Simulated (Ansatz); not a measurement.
# C4H3IO: a ladder of functionals and wavefunction methods

Aim: compute C4H3IO with functionals from several rungs and with coupled cluster. The yardstick is the atomisation energy at the CCSD(T) limit.

The runs use Ansatz 0.2.0, Gaussian basis; functionals in def2-TZVPP, the program's frozen cores in correlated methods.

The runs, in order: LDA (SPW92), PBE-D4, revPBE-D4, BLYP-D4, r2SCAN-D4, B97M-V, PBE0-D4, B3LYP-D4, r2SCANh-D4, r2SCAN0-D4, HSE06-D4, BHLYP-D4, CAM-B3LYP-D4, LC-ωPBE, ωB97X-V, ωB97M-V, B2PLYP, PBE-QIDH; CCSD(T)/def2-SVP; CCSD(T)/def2-TZVPP; MP2/def2-QZVPP; extrapolation to the limit; RPA on PBE.

**1. Structure used throughout**

The geometry comes from an earlier relaxation with PBE0-D4 in a triple-zeta def2 set; it is a stationary point, not always the lowest conformer. I takes the def2 core potential; no spin-orbit term is included.

SMILES `Ic1ccco1`, 9 atoms, charge 0, spin multiplicity 1.

Atoms are counted from 1 here; the program's logs count them from 0.

Bond lengths: I1–C2 2.048 Å, C2–C3 1.355 Å, C2–O6 1.348 Å, C3–C4 1.426 Å, C3–H7 1.077 Å, C4–C5 1.352 Å, C4–H8 1.078 Å, C5–O6 1.355 Å, C5–H9 1.077 Å. Angles: I1–C2–C3 131.7°, I1–C2–O6 117.3°, C3–C2–O6 111.1°, C2–C3–C4 105.5°, C2–C3–H7 126.4°, C4–C3–H7 128.1°, C3–C4–C5 106.3°, C3–C4–H8 127.2°, C5–C4–H8 126.5°, C4–C5–O6 110.5°, C4–C5–H9 133.7°, O6–C5–H9 115.8°, C2–O6–C5 106.6°.

**2. LDA**

This LDA is Slater exchange with PW92 correlation.

Input file in.yaml:

```yaml
crystal:
  periodic: [false, false, false]
  atoms:
    - {symbol: I, position_ang: [0.369898, 1.016560, -2.971061]}
    - {symbol: C, position_ang: [0.120349, 0.374964, -1.042481]}
    - {symbol: C, position_ang: [0.631198, -0.686999, -0.373234]}
    - {symbol: C, position_ang: [0.089903, -0.604066, 0.943685]}
    - {symbol: C, position_ang: [-0.698606, 0.494434, 0.961542]}
    - {symbol: O, position_ang: [-0.689560, 1.104330, -0.248937]}
    - {symbol: H, position_ang: [1.304345, -1.428881, -0.769211]}
    - {symbol: H, position_ang: [0.268771, -1.278272, 1.765855]}
    - {symbol: H, position_ang: [-1.307800, 0.961627, 1.716840]}
basis:
  gaussian: {orbitals: def2-TZVPP}
hamiltonian: {xc: lda}
output: {orbitals: {seedname: orbitals}}
```

On the command line:

```console
ansatz run in.yaml --threads 2 --pin off --events-out ev --progress --plain --max-ram 32768MiB --backend cpu
```

The runs that follow: PBE-D4 (GGA); revPBE-D4 (GGA); BLYP-D4 (GGA); r2SCAN-D4 (meta-GGA); B97M-V (meta-GGA); PBE0-D4 (hybrid); B3LYP-D4 (hybrid); r2SCANh-D4 (hybrid); r2SCAN0-D4 (hybrid); HSE06-D4 (hybrid); BHLYP-D4 (hybrid); CAM-B3LYP-D4 (range-separated); LC-ωPBE (range-separated); ωB97X-V (range-separated); ωB97M-V (range-separated); B2PLYP (double hybrid); PBE-QIDH (double hybrid); CCSD(T) in def2-SVP; CCSD(T) in def2-TZVPP; MP2 in def2-QZVPP; RPA on PBE orbitals.

Before running them: what should the planned runs give, taken together? Wanted: atomisation energy, CCSD(T)/CBS; farthest beyond LDA; mean size of error, GGA; mean size of error, meta-GGA; mean size of error, hybrid; mean size of error, range-separated; mean size of error, double hybrid; gap, smallest and largest; T1 diagnostic.

As calculated:

| quantity | value |
| --- | --- |
| atomisation energy, CCSD(T)/CBS | 41.040 eV |
| functionals within 0.410 eV (1.0 %) | BLYP-D4, B97M-V, B3LYP-D4, r2SCANh-D4, CAM-B3LYP-D4, LC-ωPBE, ωB97X-V, ωB97M-V, B2PLYP, PBE-QIDH |
| farthest beyond LDA | PBE-D4 (+2.078 eV) |
| mean size of error, GGA | 1.018 eV |
| mean size of error, meta-GGA | 0.266 eV |
| mean size of error, hybrid | 0.694 eV |
| mean size of error, range-separated | 0.094 eV |
| mean size of error, double hybrid | 0.287 eV |
| gap, smallest and largest | 3.77 eV (BLYP-D4), 10.61 eV (LC-ωPBE) |
| T1 diagnostic | 0.0117 |
| triples share of the correlation energy | 4.0 % |

In words: LDA overbinds by 7.812 eV (19 %). PBE-D4 is off by +2.078 eV. Double hybrids carry the basis error of their MP2 part in triple zeta, and no dispersion term here, so their miss is partly the set-up's. The rungs range-separated, meta-GGA, double hybrid miss on average by less than the doubt on the reference (0.410 eV), so they tie. The reference freezes the cores and leaves out spin-orbit coupling and excitations past (T), and its outer-core shells are covered unevenly, so misses under about 0.410 eV can't be ranked. All levels share the lack of spin-orbit coupling, which lowers the free heavy atoms and so the true binding. Hartree-Fock recovers 69 % of the binding; the rest is correlation. CCSD(T) in def2-SVP is off by -1.948 eV, more than most functionals: a good method in a small basis is no reference. Orbital gaps span 3.8 to 10.6 eV; exact exchange widens them. The restricted reference is unstable towards a spin-broken one. Correlated methods include outer-core shells of I, which these sets cover unevenly.
